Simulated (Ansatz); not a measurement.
# ScZn: the cost of one run

Computed with Ansatz 0.2.0 (DFT PBEsol, with the methods named in each step, unless a step's input says otherwise).

## Step 1: The structure to begin with

It takes space group Pm-3m (No. 221, cubic). The conventional cell has a = 3.334 Å, b = 3.334 Å, c = 3.334 Å, α = 90.00°, β = 90.00°, γ = 90.00°. Around Sc (site symmetry m-3m) lie 8 Zn at 2.89 Å. Around Zn (site symmetry m-3m) lie 8 Sc at 2.89 Å.

Coordinates:

```cif
data_structure
_symmetry_space_group_name_H-M 'Pm-3m'
_symmetry_Int_Tables_number 221
_cell_length_a 3.3340
_cell_length_b 3.3340
_cell_length_c 3.3340
_cell_angle_alpha 90.000
_cell_angle_beta 90.000
_cell_angle_gamma 90.000
_cell_volume 37.06
loop_
_atom_site_label
_atom_site_type_symbol
_atom_site_symmetry_multiplicity
_atom_site_Wyckoff_symbol
_atom_site_fract_x
_atom_site_fract_y
_atom_site_fract_z
_atom_site_occupancy
Sc1 Sc 1 a 0.00000 0.00000 0.00000 1
Zn1 Zn 1 b 0.50000 0.50000 0.50000 1
```

The file gives the conventional cell by its symmetry; the runs use the cell typed in the input.

Atoms are numbered in the order of the input: Sc1, Zn2.

## Step 2: Shortest bond scaled by 1, PAW

input.yaml reads:

```yaml
crystal:
  lattice:
    - [3.33401869, 0.0, 0.0]
    - [0.0, 3.33401869, 0.0]
    - [0.0, 0.0, 3.33401869]
  atoms:
    - { symbol: Sc, position: [0.0, 0.0, 0.0] }
    - { symbol: Zn, position: [0.5, 0.5, 0.5] }
kpoints:
  mp_grid: { grid: [9, 9, 9] }
scf:
  occupations: { method: fermi_dirac, width: 0.05 }
hamiltonian:
  xc: pbesol
  pseudopotentials: { kind: paw }
output:
  forces: true
  stress: true
  eigenvalues: true
  efg: { contact_densities: true }
  populations: true
```

On the command line:

```sh
$ ansatz run input.yaml --threads 1 --pin off --max-ram 2048MiB --backend cpu --events-out ev --progress --plain --runs-dir out
```

Q: Estimate wall time and peak memory on 1 thread of Arm Neoverse V2, shared host.

About 2.8 s, with a peak of 0.36 GiB.
